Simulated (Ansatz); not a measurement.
# Time against size: PBE, supercells of GaAs, on Neoverse N1 cores, threads left to the program

The runs below are of Ansatz 0.2.0 on an Arm Neoverse N1 node (56 of its 64 cores, memory capped at 64 GiB), one at a time and with no other job on the machine; times are wall-clock times from launch to exit. Times and memory are rounded to two significant figures, and ratios are formed from the unrounded values. A row is a single run, so small differences between rows aren't established. Precision is the program's default, which can work at lower precision in parts of a run.

The smallest member is a 2×2×1 supercell of GaAs (F-43m), atoms displaced at random by about 0.04 Å along each cell vector. Its input:

```yaml
crystal:
  lattice:
    - [0.000000, 5.750182, 5.750182]
    - [5.750182, 0.000000, 5.750182]
    - [2.875091, 2.875091, 0.000000]
  atoms:
    - { symbol: Ga, position: [0.011501, -0.003260, 0.003885] }
    - { symbol: As, position: [0.125721, 0.129108, 0.236206] }
    - { symbol: Ga, position: [-0.002040, 0.496304, -0.010572] }
    - { symbol: As, position: [0.120849, 0.622479, 0.247179] }
    - { symbol: Ga, position: [0.495540, 0.002076, -0.005386] }
    - { symbol: As, position: [0.609270, 0.130857, 0.246145] }
    - { symbol: Ga, position: [0.496344, 0.501320, 0.002262] }
    - { symbol: As, position: [0.625260, 0.620797, 0.251885] }
kpoints:
  mp_grid: { grid: [3, 3, 6] }
hamiltonian:
  xc: pbe
  pseudopotentials: { azcp: { folder: soft_1 } }
scf:
  occupations: { method: fermi_dirac, width: 0.1 }
output: { forces: true }
```

The program chose a cutoff of 420 eV. The folder soft_1 holds one of the program's own sets of PAW files, generated with PBE and used with every functional where the input names it.

Command, without the flags for output files and display:

```bash
taskset -c 8-63 ansatz run input.yaml --backend cpu --max-ram 64GiB
```

```
atoms  electrons  k mesh  k points  plane waves  dense FFT grid  bands at the start  SCF iterations  threads  wall time  SCF clock  outside it  host memory (GiB)                                          remarks
    8        112   3×3×6        28         3699        60×60×30                  64               9       56      1.7 s      1.4 s      0.31 s                1.9                                                 
   16        224   3×3×3        14         7391        60×60×60                 128               9       56      3.8 s      3.4 s      0.34 s                3.3                                                 
   36        504   2×2×3         8        16715        90×90×60                 288               9       56       11 s       11 s      0.49 s                7.2                                                 
  128       1792   2×2×2         8        59535     120×120×120                1024              10       56    3.0 min    3.0 min       2.0 s                 46                     host 46 of 64 GiB; slots 7→3
  200       2800   2×2×2         8        92885     144×144×120                1600              10       56    9.3 min    9.2 min       5.0 s                 51  host 51 of 64 GiB; slots 7→1; products in tiles
```

The SCF clock is the program's own. It runs from the start of the first SCF loop to the final result and holds forces, stress, later SCFs and response steps. Outside it lie start-up, exit and the set-up ahead of the first loop, which depends on the cell and the method.

«slots a→b»: to fit the memory the program cut the eigensolver solves (one k point and spin each) that it holds at once from a to b, which trades time for memory. «products in tiles»: to fit the memory the eigensolver made its widest matrix products a tile at a time. «card a of b GiB» or «host a of b GiB»: the run took three quarters or more of a card's memory (or the program reckoned to fill 85 % of what was free), or 60 % or more of the host memory that it had. The program fits its work to the free memory, so such a run may be limited by memory even where its log doesn't say so. Rows whose remarks tell of memory aren't like for like with rows without.

The number of k points changes along the series, so the time doesn't follow the size alone.

**Question.** How long does the member with 72 atoms take (2×2×2 mesh, 8 k points, 33453 plane waves, 576 bands)?

**Answer.** 46 s, in 10 SCF iterations, with 31 GiB of host memory.
